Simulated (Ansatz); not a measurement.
**InH− (doublet): the correlation ladder at distance In1–H2 = 2.036 Å, def2-SVPD**

Aim: climb from Hartree-Fock through coupled cluster and multireference methods for InH− (doublet) at one geometry and basis, and see what each rung misses.

Computed with Ansatz 0.2.0, Gaussian basis. Level: def2-SVPD, core rule «outside noble gas», up to 9 orbitals frozen.

To be run: UHF; CCSD(T) on ROHF; CCSD(T) on UHF; BCCD(T) on ROHF; CISD; CCSDT(Q) on ROHF; CCSDT(Q) on UHF; CASSCF and MRCISD+Q, 3 electrons in 3 orbitals; CASSCF and NEVPT2, 3 electrons in 3 orbitals; CASSCF and MRCISD+Q, 5 electrons in 5 orbitals; CASSCF and NEVPT2, 5 electrons in 5 orbitals; Full CI.

18 further runs of the same task are left out: 1 for a known fault of the program, 12 that didn't finish, 5 set aside as unsound or not needed.

### 1 What is computed

The geometry derives from a PBE0/def2-TZVPD stationary point (not a proven minimum). One bond is set to the value named and the two fragments are kept rigid. No spin-orbit coupling is included. Elements past krypton take def2 core potentials.

2 atoms, charge -1, spin multiplicity 2.

Atoms are counted from 1 here; the program's logs count them from 0.

Bond lengths: In1–H2 2.036 Å.

As a file:

| atom | x (Å) | y (Å) | z (Å) |
| --- | --- | --- | --- |
| In1 | 0.0000 | 0.0000 | 0.0000 |
| H2 | 0.0000 | 0.0000 | 2.0360 |

### 2 UHF

Contents of in.yaml:

```yaml
crystal:
  periodic: [false, false, false]
  atoms:
    - {symbol: In, position_ang: [0.000000, 0.000000, 0.000000]}
    - {symbol: H, position_ang: [0.000000, 0.000000, 2.036000]}
basis:
  gaussian: {orbitals: def2-SVPD}
total_charge: -1
magnetization: {spin_polarized: true, initial_magnetization: 1}
hamiltonian: {xc: hf}
output: {orbitals: {seedname: orbitals}}
```

Command:

```console
> ansatz run in.yaml --threads 1 --pin off --events-out ev --progress --plain --max-ram 2393MiB
```

Further steps of the session: CCSD(T) on ROHF; CCSD(T) on UHF; BCCD(T) on ROHF; CISD; CCSDT(Q) on ROHF; CCSDT(Q) on UHF; CASSCF and MRCISD+Q, 3 electrons in 3 orbitals; CASSCF and NEVPT2, 3 electrons in 3 orbitals; CASSCF and MRCISD+Q, 5 electrons in 5 orbitals; CASSCF and NEVPT2, 5 electrons in 5 orbitals; Full CI.

Before running them: what should the planned runs give, taken together? Wanted: FCI below the RHF energy; RMP2 from FCI; UMP2 from FCI; RCCSD from FCI; RCCSD(T) from FCI; UCCSD(T) from FCI; RCCSDT(Q) from FCI; UCCSDT(Q) from FCI; MRCISD+Q pair from FCI.

As calculated:

```
                         quantity                                                                                               value
         FCI below the RHF energy                                                                                          -2.1926 eV
                    RMP2 from FCI                                                                                          +618.6 meV
                    UMP2 from FCI                                                                                          +623.0 meV
                   RCCSD from FCI                                                                                           +68.7 meV
                RCCSD(T) from FCI                                                                                           +18.4 meV
                UCCSD(T) from FCI                                                                                           +14.5 meV
               RCCSDT(Q) from FCI                                                                                            +0.1 meV
               UCCSDT(Q) from FCI                                                                                            -3.7 meV
           MRCISD+Q pair from FCI                                                                                           -39.0 meV
          NEVPT2 valence from FCI                                                                                          +472.2 meV
        MRCISD+Q valence from FCI                                                                                            -9.9 meV
levels within 1 kcal/mol (43 meV)  RCCSD(T), UCCSD(T), BCCD(T), RCCSDT, UCCSDT, RCCSDT(Q), UCCSDT(Q), MRCISD+Q pair, MRCISD+Q valence
                    T1 diagnostic                                                                                               0.024
   effectively unpaired electrons                                                                                                1.08
```

In words: RCCSD(T) misses by +18.4 meV, 0.8 % of the correlation energy. UCCSDT, UCCSDT(Q), MRCISD+Q pair, MRCISD+Q valence fall below full CI: unrestricted runs freeze a spin-polarised core, another one than full CI's, and coupled cluster isn't variational. One determinant dominates. Of the multireference levels listed MRCISD+Q valence comes nearest in total energy (-9.9 meV), which doesn't show that its space is the better one. These misses are within one basis, not against nature; the frozen cores of restricted and unrestricted runs differ, which can shift their rows.
